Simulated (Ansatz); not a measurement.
Run this with Ansatz's Python interface and show what comes out.

Script `field.py`:
```python
"""Response of CH4OSSi to a pair of distant point charges."""

import ansatz as az
from ase import Atoms
import numpy as np

atoms = Atoms(["O", "C", "Si", "S", "H", "H", "H", "H"], positions=[
    (0.056, 1.3673, -1.0934),
    (-0.4996, 0.467, -0.275),
    (0.5408, -0.8251, 0.5015),
    (-2.0556, 0.5591, -0.0106),
    (-0.719, 1.9779, -1.4203),
    (0.5398, -0.7361, 2.0014),
    (2.0278, -0.6794, 0.1205),
    (0.202, -2.1878, 0.1202),
])
molecule = az.Crystal.molecule_from_ase(atoms)

model = (
    molecule.calculation()
    .basis(gaussian="def2-SVPD")
    .correlation("mp2")
    .forces()
)
# charges +q and -q at -R and +R make a nearly even field 2 k q / R^2 at the centre
centre = np.mean([site.position_ang for site in molecule.cartesian_sites], axis=0)
field = 2 * 14.399645 * 2.0 / 40.0 ** 2


def dipole(axis, sign):
    arm = 40.0 * np.eye(3)[axis]
    pair = [{"charge": sign * 2.0, "position_ang": (centre - arm).tolist()}, {"charge": -sign * 2.0, "position_ang": (centre + arm).tolist()}]
    deck = model.input().set(az.key.basis.gaussian.point_charges, pair)
    return np.array(az.Session.from_dict(deck).plan().execute().report["charge_distribution"]["dipole_moment_e_ang"])


print(f"field {field:.4f} V/A")
alpha = np.array([(dipole(axis, 1) - dipole(axis, -1)) / (2 * field) * 14.399645 for axis in range(3)])
print("polarisability tensor (A^3)")
print(np.array2string(alpha, precision=3, suppress_small=True))
print(f"mean {np.trace(alpha) / 3:.3f} A^3 = {np.trace(alpha) / 3 / 0.14818471:.2f} bohr^3")
```

Output of `python field.py`:
```text
field 0.0360 V/A
polarisability tensor (A^3)
[[11.751 -0.883 -0.226]
 [-0.879  9.195 -1.23 ]
 [-0.223 -1.229  8.471]]
mean 9.806 A^3 = 66.17 bohr^3
```

The geometry is a force-field or estimated start, not a minimum of this method, and the basis set is short of its limit. The field of two point charges is only nearly even. Wall time of the script: 39 s on 1 thread of Intel(R) Xeon(R) Platinum 8375C CPU @ 2.90GHz (Ice Lake), on a shared host, peak memory 0.42 GiB.

(Lines on the test bed's own set-up are left out of the output.)
